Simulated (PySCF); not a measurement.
**The bond of CuCl, level by level**

One job finds the state of CuCl, follows it along the bond with each method and fits the curves.

Method: Cu def2-TZVPP, Cl def2-TZVPP, no relativity; program: PySCF 2.14.0.

**1. Input**

Settings of the job:

* atoms: Cu, Cl
* charge: 0
* basis: Cu def2-TZVPP, Cl def2-TZVPP
* Hamiltonian: no relativity
* basis functions: 106
* electrons treated: 46
* masses in u: 62.9296, 34.9689
* levels: PBE0, PBE, r²SCAN, BP86, M06-2X, r²SCANh, M06-L, ωB97X, HF, MP2, SCS-MP2, CCSD, CCSD(T)
* grid: 80 radial by 434 angular points
* occupations: held fixed by the projection of orbital angular momentum
* dissociation limit: Cu + Cl, each in its ground configuration
* starting distance in angstrom: 2.105
* values of 2S to try: 0, 2, 4

On the command line:

```
$ OMP_NUM_THREADS=2 python dia.py task.json out
```

The runs that follow: PBE0 along the bond; Other states along the same grid; PBE (GGA); r²SCAN (meta-GGA); BP86; M06-2X; r²SCANh (hybrid meta-GGA); M06-L (meta-GGA); ωB97X (range-separated hybrid); RHF (mean field); Adding correlation.

**Question.** What will these runs give? Wanted: for each run, Re; ωe; De; μ.

The runs gave:

Lowest PBE0 solution found, without spin–orbit coupling: ¹Σ⁺ (singlet), closed shell. State 2 has its PBE0 minimum 2.29 eV higher. The other levels ran on the lowest alone.

| level | Re (Å) | ωe (cm⁻¹) | De (eV) | μ (D) |
| --- | --- | --- | --- | --- |
| RHF | 2.177 | 357 | 2.61 | -6.84 |
| RHF-MP2 | 2.055 | 412 | 3.85 | n/a |
| RHF-SCS-MP2 | 2.081 | 399 | 3.72 | n/a |
| RHF-CCSD | 2.105 | 388 | 3.52 | n/a |
| RHF-CCSD(T) | 2.094 | 392 | 3.61 | n/a |
| PBE | 2.066 | 403 | 3.73 | -4.36 |
| BP86 | 2.066 | 403 | 3.68 | -4.34 |
| r²SCAN | 2.053 | 414 | 3.79 | -4.73 |
| M06-L | 2.058 | 416 | 3.98 | -4.83 |
| r²SCANh | 2.059 | 410 | 3.73 | -4.98 |
| PBE0 | 2.076 | 401 | 3.64 | -5.12 |
| M06-2X | 2.135 | 383 | 3.64 | -5.67 |
| ωB97X | 2.073 | 410 | 3.90 | -5.32 |

De is counted to Cu + Cl in their ground configurations. A positive dipole means Cu(−)Cl(+).

Differences from CCSD(T) in the same basis:

| level | Re (mÅ) | ωe (%) |
| --- | --- | --- |
| RHF | +84 | -8.9 |
| RHF-MP2 | -39 | +5.3 |
| RHF-SCS-MP2 | -13 | +1.8 |
| RHF-CCSD | +12 | -0.9 |
| PBE | -28 | +2.9 |
| BP86 | -28 | +2.9 |
| r²SCAN | -41 | +5.6 |
| M06-L | -35 | +6.1 |
| r²SCANh | -35 | +4.7 |
| PBE0 | -18 | +2.3 |
| M06-2X | +42 | -2.3 |
| ωB97X | -20 | +4.7 |

What this shows: Against CCSD(T) in the same basis, the bond length is nearest at RHF-CCSD (+12 mÅ) and farthest at RHF (+84 mÅ); the wavenumber is nearest at RHF-CCSD (-0.9 %) and farthest at RHF (-8.9 %). Of the levels with a De here, RHF gives the least (2.61 eV) and M06-L the most (3.98 eV).

Correlated steps freeze 10 core orbitals.
